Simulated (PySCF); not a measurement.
# C13H12: NMR shifts at several levels of theory, part 2 of 2

PySCF 2.14.0. Atoms count from 0. Earlier steps stand in the parts before.

### Step 5. Shielding tensors: wB97X-D/pcSseg-1

What the job is given:

```
{"job": {"kind": "nmr", "xc": "wB97X-D", "basis": "pcSseg-1", "pop": false}, "charge": 0, "multiplicity": 1}
C      4.640031     0.043331     0.113028
C      3.140269     0.047916     0.062368
C      2.384783     0.571709     1.118342
C      0.994655     0.550514     1.091194
C      0.300465     0.005354     0.001579
C     -1.178531    -0.015456    -0.028621
C     -1.880814     0.216141    -1.220747
C     -3.272725     0.195676    -1.247156
C     -3.994444    -0.055729    -0.081172
C     -3.310102    -0.287076     1.111208
C     -1.918242    -0.267411     1.136458
C      1.056397    -0.514915    -1.057759
C      2.447298    -0.492737    -1.026288
H      5.013351    -0.829180     0.675432
H      5.078559    -0.004655    -0.894104
H      5.029476     0.942186     0.613656
H      2.897343     1.015702     1.976578
H      0.433668     0.990518     1.919239
H     -1.325252     0.439674    -2.134640
H     -3.798660     0.387315    -2.185707
H     -5.086683    -0.071259    -0.101609
H     -3.865007    -0.493975     2.029630
H     -1.390980    -0.474809     2.070702
H      0.545216    -0.964403    -1.912505
H      3.009477    -0.911982    -1.865587
```

With the program's defaults for keys left out, this is: GIAO wB97X-D/pcSseg-1 NMR shielding, non-relativistic, gas phase.

The program printed:

```text
coarse grid: 21560 points
cycle   1  E = -502.2525969519  dE =  2.804e+00  |g| = 3.259e-01  |ddm| = 5.007e+00
cycle   2  E = -502.2833680594  dE = -3.077e-02  |g| = 1.692e-01  |ddm| = 8.981e-01
cycle   3  E = -502.2901826675  dE = -6.815e-03  |g| = 4.901e-02  |ddm| = 1.894e-01
cycle   4  E = -502.2907045904  dE = -5.219e-04  |g| = 2.495e-02  |ddm| = 1.010e-01
cycle   5  E = -502.2908711779  dE = -1.666e-04  |g| = 2.434e-03  |ddm| = 3.040e-02
cycle   6  E = -502.2908733138  dE = -2.136e-06  |g| = 1.314e-03  |ddm| = 5.563e-03
final grid: 210168 points
cycle   7  E = -502.3733228428  dE = -2.894e-04  |g| = 4.347e-03  |ddm| = 7.851e-02
cycle   8  E = -502.3733271863  dE = -4.344e-06  |g| = 2.344e-03  |ddm| = 1.111e-02
cycle   9  E = -502.3733283828  dE = -1.196e-06  |g| = 1.002e-03  |ddm| = 3.682e-03
cycle  10  E = -502.3733286393  dE = -2.565e-07  |g| = 3.269e-04  |ddm| = 1.648e-03
cycle  11  E = -502.3733286669  dE = -2.758e-08  |g| = 6.784e-05  |ddm| = 4.178e-04
cycle  12  E = -502.3733286683  dE = -1.410e-09  |g| = 2.394e-05  |ddm| = 1.373e-04
cycle  13  E = -502.3733286685  dE = -1.664e-10  |g| = 7.191e-06  |ddm| = 5.041e-05
converged SCF energy = -502.3733286685

GIAO shielding tensors (ppm)
atom      isotropic    diamagn.    paramagn.     s11        s22        s33       span
  0 C      161.835     239.343     -77.508    141.348    156.810    187.345     45.997
  1 C       41.013     264.969    -223.956    -66.623     13.819    175.844    242.467
  2 C       48.674     255.363    -206.689    -58.786     43.122    161.686    220.473
  3 C       50.065     254.611    -204.547    -55.053     40.393    164.854    219.906
  4 C       38.754     259.172    -220.418    -54.569      2.954    167.878    222.447
  5 C       35.817     257.650    -221.833    -60.655      0.196    167.912    228.568
  6 C       50.481     252.805    -202.325    -55.125     39.765    166.803    221.927
  7 C       49.211     254.509    -205.298    -64.193     37.282    174.543    238.736
  8 C       50.901     255.221    -204.320    -62.330     38.990    176.042    238.372
  9 C       49.191     254.512    -205.321    -64.261     37.308    174.526    238.787
 10 C       50.376     252.848    -202.472    -55.398     39.873    166.654    222.052
 11 C       50.200     254.645    -204.445    -54.557     40.092    165.065    219.622
 12 C       48.687     255.342    -206.654    -58.393     44.857    159.598    217.991
 13 H       28.716      24.621       4.095     25.177     26.104     34.868      9.690
 14 H       29.157      25.693       3.464     24.061     28.680     34.729     10.668
 15 H       29.026      25.329       3.696     24.108     28.336     34.632     10.524
 16 H       23.965      33.057      -9.092     20.101     23.492     28.301      8.200
 17 H       23.780      34.914     -11.134     18.982     23.080     29.280     10.298
 18 H       23.748      34.425     -10.677     18.969     22.844     29.431     10.461
 19 H       23.826      29.102      -5.276     20.285     24.285     26.907      6.622
 20 H       23.925      27.396      -3.471     20.660     24.650     26.464      5.804
 21 H       23.822      29.123      -5.301     20.282     24.277     26.908      6.626
 22 H       23.735      34.437     -10.703     18.948     22.817     29.438     10.490
 23 H       23.800      34.922     -11.122     19.036     23.114     29.251     10.215
 24 H       23.990      33.104      -9.114     20.115     23.649     28.204      8.089
```

Wall time 70 s (8 threads of Arm Neoverse V2, shared host).

This run: δ C5 148.7, C4 145.8, C1 143.5, C2 135.9, H18 7.64, H17 7.59 ppm (means over like atoms).

### Step 6. NMR shieldings: KT2/pcSseg-1

The job, as its differences from that of step 5:

```diff
@@ -1,2 +1,2 @@
-{"job": {"kind": "nmr", "xc": "wB97X-D", "basis": "pcSseg-1", "pop": false}, "charge": 0, "multiplicity": 1}
+{"job": {"kind": "nmr", "xc": "KT2", "basis": "pcSseg-1", "pop": false}, "charge": 0, "multiplicity": 1}
 C      4.640031     0.043331     0.113028
```

With the program's defaults for keys left out, this is: GIAO KT2/pcSseg-1 NMR shielding, non-relativistic, gas phase.

The program printed:

```text
coarse grid: 21560 points
cycle   1  E = -511.5667697216  dE =  1.744e+00  |g| = 5.936e-01  |ddm| = 5.207e+00
cycle   2  E = -511.5001702387  dE =  6.660e-02  |g| = 7.798e-01  |ddm| = 1.799e+00
cycle   3  E = -511.6725955988  dE = -1.724e-01  |g| = 5.894e-02  |ddm| = 1.127e+00
cycle   4  E = -511.6726051683  dE = -9.569e-06  |g| = 5.432e-02  |ddm| = 1.343e-01
cycle   5  E = -511.6734580624  dE = -8.529e-04  |g| = 1.177e-02  |ddm| = 7.673e-02
cycle   6  E = -511.6734922359  dE = -3.417e-05  |g| = 5.072e-03  |ddm| = 1.710e-02
cycle   7  E = -511.6734983663  dE = -6.130e-06  |g| = 1.249e-03  |ddm| = 6.083e-03
final grid: 210168 points
cycle   8  E = -511.6699632781  dE = -4.081e-04  |g| = 1.653e-02  |ddm| = 1.933e-01
cycle   9  E = -511.6698967925  dE =  6.649e-05  |g| = 2.197e-02  |ddm| = 4.884e-02
cycle  10  E = -511.6700308080  dE = -1.340e-04  |g| = 5.088e-03  |ddm| = 3.631e-02
cycle  11  E = -511.6700378261  dE = -7.018e-06  |g| = 1.550e-03  |ddm| = 6.971e-03
cycle  12  E = -511.6700383847  dE = -5.586e-07  |g| = 6.121e-04  |ddm| = 2.275e-03
cycle  13  E = -511.6700384897  dE = -1.051e-07  |g| = 1.693e-04  |ddm| = 8.698e-04
cycle  14  E = -511.6700384969  dE = -7.154e-09  |g| = 6.633e-05  |ddm| = 2.243e-04
cycle  15  E = -511.6700384980  dE = -1.151e-09  |g| = 8.159e-06  |ddm| = 7.462e-05
cycle  16  E = -511.6700384980  dE = -1.523e-11  |g| = 3.214e-06  |ddm| = 1.391e-05
converged SCF energy = -511.6700384980

GIAO shielding tensors (ppm)
atom      isotropic    diamagn.    paramagn.     s11        s22        s33       span
  0 C      160.147     242.907     -82.760    139.045    153.973    187.421     48.376
  1 C       51.733     264.752    -213.019    -42.548     26.651    171.097    213.644
  2 C       58.870     254.239    -195.369    -36.853     56.050    157.412    194.264
  3 C       61.002     254.274    -193.272    -32.160     53.677    161.489    193.648
  4 C       48.551     259.149    -210.598    -31.360     12.719    164.294    195.654
  5 C       46.120     257.429    -211.309    -36.606     11.297    163.669    200.275
  6 C       61.099     252.558    -191.459    -33.081     52.848    163.531    196.612
  7 C       59.609     253.716    -194.106    -41.704     50.740    169.791    211.495
  8 C       61.365     254.367    -193.003    -40.287     52.715    171.666    211.952
  9 C       59.592     253.713    -194.121    -41.761     50.766    169.769    211.530
 10 C       61.006     252.603    -191.596    -33.394     53.023    163.390    196.785
 11 C       61.119     254.338    -193.219    -31.661     53.310    161.707    193.367
 12 C       58.790     254.350    -195.561    -36.583     57.782    155.171    191.754
 13 H       28.491      25.033       3.458     24.985     25.911     34.577      9.592
 14 H       29.042      26.033       3.009     24.258     28.512     34.357     10.099
 15 H       28.884      25.609       3.275     24.215     28.138     34.298     10.083
 16 H       24.089      33.033      -8.944     20.332     23.972     27.963      7.632
 17 H       23.959      35.085     -11.126     19.218     23.651     29.008      9.790
 18 H       23.918      34.802     -10.884     19.214     23.374     29.166      9.952
 19 H       23.969      29.121      -5.151     20.460     24.775     26.674      6.214
 20 H       24.070      27.474      -3.404     20.865     25.155     26.190      5.324
 21 H       23.966      29.140      -5.174     20.457     24.766     26.676      6.219
 22 H       23.903      34.809     -10.905     19.197     23.344     29.168      9.972
 23 H       23.979      35.114     -11.135     19.269     23.686     28.981      9.712
 24 H       24.114      33.096      -8.982     20.347     24.134     27.862      7.516
```

Wall time 40 s (8 threads of Arm Neoverse V2, shared host).

In short: δ C5 137.1, C4 134.7, C1 131.5, C2 124.4, H18 7.27, H19 7.21 ppm (means over like atoms).

### Step 7. Nuclear shieldings: HF/pcSseg-1

The job, as its differences from that of step 6:

```diff
@@ -1,2 +1,2 @@
-{"job": {"kind": "nmr", "xc": "KT2", "basis": "pcSseg-1", "pop": false}, "charge": 0, "multiplicity": 1}
+{"job": {"kind": "nmr", "xc": "HF", "basis": "pcSseg-1", "pop": false}, "charge": 0, "multiplicity": 1}
 C      4.640031     0.043331     0.113028
```

Level: GIAO HF/pcSseg-1 NMR shielding, non-relativistic, gas phase.

The program printed:

```text
final grid: 210168 points
cycle   1  E = -499.0511553949  dE =  4.022e+00  |g| = 5.968e-01  |ddm| = 4.898e+00
cycle   2  E = -499.1831150996  dE = -1.320e-01  |g| = 1.652e-01  |ddm| = 1.108e+00
cycle   3  E = -499.1930651418  dE = -9.950e-03  |g| = 6.131e-02  |ddm| = 4.471e-01
cycle   4  E = -499.1941289361  dE = -1.064e-03  |g| = 1.509e-02  |ddm| = 9.005e-02
cycle   5  E = -499.1941904154  dE = -6.148e-05  |g| = 4.408e-03  |ddm| = 2.249e-02
cycle   6  E = -499.1941968590  dE = -6.444e-06  |g| = 1.240e-03  |ddm| = 6.728e-03
cycle   7  E = -499.1941974967  dE = -6.377e-07  |g| = 3.994e-04  |ddm| = 2.461e-03
cycle   8  E = -499.1941975710  dE = -7.429e-08  |g| = 1.361e-04  |ddm| = 7.807e-04
cycle   9  E = -499.1941975882  dE = -1.725e-08  |g| = 5.800e-05  |ddm| = 4.111e-04
cycle  10  E = -499.1941975920  dE = -3.715e-09  |g| = 3.121e-05  |ddm| = 1.428e-04
cycle  11  E = -499.1941975933  dE = -1.351e-09  |g| = 1.332e-05  |ddm| = 9.690e-05
cycle  12  E = -499.1941975936  dE = -2.733e-10  |g| = 4.124e-06  |ddm| = 5.232e-05
converged SCF energy = -499.1941975936

GIAO shielding tensors (ppm)
atom      isotropic    diamagn.    paramagn.     s11        s22        s33       span
  0 C      170.153     234.979     -64.826    151.365    166.586    192.509     41.143
  1 C       46.301     265.218    -218.917    -68.074     20.236    186.740    254.814
  2 C       54.702     256.492    -201.790    -59.802     52.132    171.776    231.578
  3 C       54.534     254.187    -199.653    -57.782     47.522    173.861    231.643
  4 C       45.568     258.077    -212.509    -55.058     12.519    179.243    234.301
  5 C       41.865     256.688    -214.823    -62.602      8.789    179.409    242.011
  6 C       55.623     252.240    -196.617    -56.505     47.905    175.468    231.973
  7 C       54.451     255.857    -201.406    -65.694     45.727    183.321    249.015
  8 C       56.675     256.850    -200.175    -62.155     47.601    184.581    246.736
  9 C       54.426     255.855    -201.429    -65.774     45.746    183.306    249.080
 10 C       55.516     252.277    -196.762    -56.789     47.995    175.340    232.129
 11 C       54.711     254.221    -199.511    -57.194     47.231    174.095    231.289
 12 C       54.848     256.336    -201.487    -59.266     53.937    169.874    229.140
 13 H       28.942      24.345       4.597     25.066     26.125     35.636     10.571
 14 H       29.373      25.592       3.781     23.786     28.808     35.524     11.738
 15 H       29.248      25.268       3.980     23.888     28.447     35.410     11.522
 16 H       24.187      33.449      -9.262     19.718     24.345     28.499      8.782
 17 H       23.955      34.789     -10.834     18.474     23.722     29.669     11.195
 18 H       23.957      34.117     -10.159     18.475     23.566     29.831     11.357
 19 H       24.067      29.471      -5.404     19.970     25.135     27.097      7.127
 20 H       24.202      27.861      -3.658     20.340     25.689     26.577      6.237
 21 H       24.062      29.490      -5.428     19.965     25.125     27.096      7.132
 22 H       23.943      34.125     -10.182     18.450     23.538     29.842     11.391
 23 H       23.979      34.798     -10.819     18.533     23.764     29.641     11.108
 24 H       24.219      33.485      -9.266     19.753     24.504     28.401      8.648
```

Run time: 36 s. Hardware: 8 threads of Arm Neoverse V2, shared host.

Key values: δ C5 149.0, C4 145.3, C1 144.5, C7 136.4, H18 7.74, H17 7.72 ppm (means over like atoms).

### Step 8. Run by run: NMR shifts

Shifts (ppm) of some atoms, chosen among heavy atoms and hydrogens apart, means over like atoms, with basis size and wall time:

| run | C1 | C7 | C3 | C6 | C8 | H18 | H17 | functions | time |
| --- | --- | --- | --- | --- | --- | --- | --- | --- | --- |
| PBE0/pcSseg-1 | 142.0 | 134.2 | 133.1 | 132.9 | 132.4 | 7.60 | 7.55 | 281 | 55 s |
| PBE/pcSseg-1 | 139.9 | 131.8 | 130.4 | 130.4 | 130.0 | 7.46 | 7.40 | 281 | 35 s |
| wB97X-D/pcSseg-1 | 143.5 | 135.3 | 134.4 | 134.1 | 133.6 | 7.64 | 7.59 | 281 | 70 s |
| KT2/pcSseg-1 | 131.5 | 123.6 | 122.2 | 122.2 | 121.9 | 7.27 | 7.21 | 281 | 40 s |
| HF/pcSseg-1 | 144.5 | 136.4 | 136.2 | 135.3 | 134.2 | 7.74 | 7.72 | 281 | 36 s |

### Step 9. Summary of results

The summary covers parts 1 to 2.

| quantity | value |
| --- | --- |
| point group | C1 |
| rotational constants (main isotopes) | 2.82, 0.40, 0.36 GHz |
| 13C shifts against TMS (PBE0/pcSseg-1, means over atoms taken as alike) | 147.4, 144.6, 142.0, 134.8, 134.2, 133.1, 132.9, 132.4, 23.0 ppm |
| 1H shifts against TMS (PBE0/pcSseg-1, means over atoms taken as alike) | 7.60, 7.55, 7.54, 7.43, 7.38, 2.43 ppm |
| range of the shift of C3 (with its like atoms) | 122.2 to 136.2 ppm |

Single values in the summary come from the first sound run of each kind (PBE0/pcSseg-1), which need not be the best level. The optimisation took 6 steps and gained 0.071 eV; among the close pairs (by a distance rule), C2–H16 changed most, from 1.081 to 1.094 Å. NICS(1)zz of -26 ppm above the planar ring from C1 marks a diatropic (aromatic) ring current. NICS(1)zz of -27 ppm above the planar ring from C5 marks a diatropic (aromatic) ring current. In ppm, C3 (with its like atoms) moves most: its shift spreads over 14.1 ppm, from 122.2 (KT2/pcSseg-1) to 136.2 (HF/pcSseg-1). Part of that comes from the computed reference.
